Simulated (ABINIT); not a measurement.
Crystal: Ho.

```
CELL_PARAMETERS angstrom
3.57730 0.00000 0.00000
-1.78865 3.09803 0.00000
0.00000 0.00000 5.61580
ATOMIC_POSITIONS crystal
Ho 0.66667 0.33333 0.75000
Ho 0.33333 0.66667 0.25000
```

Base run:

| Property | Result |
| --- | --- |
| Program | ABINIT 10.8.3 (patched build) |
| Functional | PBE |
| Potentials or basis | JTH PAW PBE v2.0 |
| Cutoff | 544 eV |
| k mesh | 9 × 9 × 5 |
| Occupations | fermi-dirac, width 0.05 eV |
| Spin | collinear spin, ferromagnetic start |
| Starting moments | [4.0, 4.0] μB |

Its results: band gap on the k mesh none (metal or under the smearing width); net moment 7.64 μB per cell; site moments Ho +3.68 μB.

Problem. The run is repeated on the same cell with these changes: functional from PBE to r2SCAN; cutoff from 544 eV to 653 eV; fine-grid cutoff from 1088.46 eV to 1251.72 eV. What comes out?

Solution. Band gap on the k mesh none (metal or under the smearing width); net moment -0.25 μB per cell; site moments Ho -0.09 μB.

Caveats: the magnetic or orbital state may not be the lowest; spin-orbit coupling is left out, which moves the levels of the heavy elements; the moment fell far below its start of 4 μB, so a state of higher moment may lie lower in energy (some runs).

Not every run made on this cell is shown here.
